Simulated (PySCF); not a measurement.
# Hg2F2: forces at shaken geometries

Aim: move all atoms of relaxed Hg2F2 at random and read energies and forces. The species was built from a template and needn't be a known compound.

Method: TPSS, Hg def2-SVP with ECP60, F def2-SVP; scalar-relativistic core potentials, no spin–orbit coupling; program: PySCF 2.14.0.

3 further runs of the same task are left out: 2 for a known fault of the program, 1 that didn't finish.

## Step 1: Starting geometry

4 atoms, charge 0, spin multiplicity 1.

Bond lengths: Hg1–F3 2.255 Å, Hg1–F4 2.255 Å, Hg2–F3 2.255 Å, Hg2–F4 2.255 Å. Angles: F3–Hg1–F4 75.7°, F3–Hg2–F4 75.7°, Hg1–F3–Hg2 104.3°, Hg1–F4–Hg2 104.3°.

As a file:

```xyz
4
charge 0, multiplicity 1
Hg    0.0000    0.0000    1.7805
Hg    0.0000    0.0000   -1.7805
F     1.3843    0.0000    0.0000
F    -1.3843    0.0000    0.0000
```

Formal oxidation states: Hg +1. An earlier session relaxed this geometry at TPSS, Hg def2-SVP with ECP60, F def2-SVP (singlet, point group D2h).

Its energy there is -506.384646 Eh.

## Step 2: Atoms moved at random, σ = 0.15 Å

The input, run.py (the lines that set the calculation):

```python
mol = gto.M(atom='''
Hg    -0.00456     0.03416     1.73455
Hg     0.09020    -0.02404    -1.61404
F      1.35109     0.01662     0.01367
F     -1.43673    -0.02673    -0.13418''',
    basis={'Hg': 'def2-SVP', 'F': 'def2-SVP'},
    ecp={'Hg': 'def2-SVP'},
    charge=0, spin=0)
mf = dft.RKS(mol, xc='TPSS')
mf.grids.atom_grid = (50, 194)
mf = mf.density_fit()  # fitting sets: Hg def2-universal-JKFIT, F def2-universal-JKFIT
mf.conv_tol = 1e-08; mf.max_cycle = 55
mf.kernel(dm0)  # dm0: the density of the relaxed state
```

Started as:

```console
> OMP_NUM_THREADS=2 python run.py
```

## Step 3: Atoms moved at random, σ = 0.03 Å

Edit run.py (the lines that set the calculation) of step 2 so:

```diff
@@ -1,6 +1,6 @@
 mol = gto.M(atom='''
-Hg    -0.00456     0.03416     1.73455
-Hg     0.09020    -0.02404    -1.61404
-F      1.35109     0.01662     0.01367
-F     -1.43673    -0.02673    -0.13418''',
+Hg    -0.02643    -0.01462     1.78635
+Hg     0.03575     0.01208    -1.81477
+F      1.32183    -0.00466     0.02594
+F     -1.33115     0.00720     0.00248''',
     basis={'Hg': 'def2-SVP', 'F': 'def2-SVP'},
```

## Step 4: Atoms moved at random, σ = 0.15 Å

Edit run.py (the lines that set the calculation) of step 3 so:

```diff
@@ -1,6 +1,6 @@
 mol = gto.M(atom='''
-Hg    -0.02643    -0.01462     1.78635
-Hg     0.03575     0.01208    -1.81477
-F      1.32183    -0.00466     0.02594
-F     -1.33115     0.00720     0.00248''',
+Hg    -0.03833     0.00752     1.59472
+Hg     0.03373     0.06113    -1.67570
+F      1.50181     0.04183     0.09955
+F     -1.49721    -0.11048    -0.01857''',
     basis={'Hg': 'def2-SVP', 'F': 'def2-SVP'},
```

**Question.** What will these runs give? Wanted: for each run, σ; energy rise; harmonic estimate −½ F·u; largest force component.

The runs gave:

| σ (Å) | energy rise (eV) | harmonic estimate −½ F·u (eV) | largest force component (eV/Å) |
| --- | --- | --- | --- |
| 0.15 | 0.220 | 0.260 | 2.06 |
| 0.03 | 0.015 | 0.015 | 0.33 |
| 0.15 | 0.077 | 0.080 | 0.89 |

Every displacement raises the energy. For a harmonic well the rise equals −½ F·u; the two differ by at most 18 % here (a move with σ = 0.15 Å), from anharmonicity, the grid and the small forces left at the relaxed point. The bases are small and lack diffuse functions. Spin–orbit coupling is left out.
